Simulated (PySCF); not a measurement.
# Si₄: triplet, from a rhombus start

Where does triplet Si₄ go from a rhombus start, is the end point a minimum, and what are its modes, charges and moments?

The runs use PySCF 2.14.0; PBE0, basis Si def2-TZVP, no relativity, density fitting.

## 1. Starting geometry

4 atoms, charge 0, spin multiplicity 3.

Bond lengths: Si1–Si2 2.320 Å, Si1–Si3 2.320 Å, Si1–Si4 2.320 Å, Si2–Si3 2.320 Å, Si2–Si4 2.320 Å. Angles: Si2–Si1–Si3 60.0°, Si2–Si1–Si4 60.0°, Si3–Si1–Si4 120.0°, Si1–Si2–Si3 60.0°, Si1–Si2–Si4 60.0°, Si3–Si2–Si4 120.0°, Si1–Si3–Si2 60.0°, Si1–Si4–Si2 60.0°.

```xyz
4
charge 0 multiplicity 3
Si    0.0000    1.1600    0.0000
Si    0.0000   -1.1600    0.0000
Si    2.0092    0.0000    0.0000
Si   -2.0092    0.0000    0.0000
```

## 2. Finding the electronic state

The steps below are one call of a driver around PySCF. For each, scf.py gives the equivalent set-up of the SCF; relaxations use the driver's own optimiser. After this first run the driver tries any further starts and a stability analysis.

File scf.py:

```python
from pyscf import gto, scf, dft
mol = gto.M(atom='''
Si     0.000000     1.160000     0.000000
Si     0.000000    -1.160000     0.000000
Si     2.009200     0.000000     0.000000
Si    -2.009200     0.000000     0.000000''',
    basis={'Si': 'def2-TZVP'},
    charge=0, spin=2)
mf = dft.UKS(mol, xc='PBE0')
mf.grids.atom_grid = (50, 194)
aux = {'Si': 'def2-universal-JKFIT'}
mf = mf.density_fit(auxbasis=aux)
mf.conv_tol = 1e-08
mf.diis_space = 10
mf.max_cycle = 60
mf.init_guess = 'minao'
mf.verbose = 4
mf.kernel()
```

Command:

```console
OMP_NUM_THREADS=4 python axn.py task.json out
```

After this run come: Rhombus start, triplet: relaxation; Is it a minimum? Harmonic modes.

What does the calculation give? Wanted: minimum; geometry; wavenumbers; dipole moment; highest occupied, lowest empty level; polar-tensor charge of Si1; zero-point energy; atomisation energy; ⟨S²⟩.

The runs gave:

| quantity | value |
| --- | --- |
| minimum | triplet, D2h |
| geometry | Si–Si 2.269 Å (×4), Si–Si 2.508 Å; Si–Si–Si 56.5° (×4), Si–Si–Si 67.1° (×2), Si–Si–Si 112.9° (×2) |
| wavenumbers (cm⁻¹) | 173 (b3u), 298 (b2u), 327 (ag), 398 (b3g), 455 (b1u), 479 (ag) |
| dipole moment | 0.00 D |
| highest occupied, lowest empty level (either spin) | -5.47, -4.20 eV |
| polar-tensor charge of Si1 | -0.04 e |
| zero-point energy | 12.7 kJ/mol |
| entropy at 298.15 K | 309.7 J/(mol K) |
| atomisation energy (no zero-point energy) | 1093 kJ/mol |
| ⟨S²⟩ | 2.040 |

What this shows: The molecule stays D2h, as typed, and the end point is a minimum. In the infrared the band at 298 cm⁻¹ (b2u) leads. Only this shape and spin were tried, so other structures or states may lie lower.
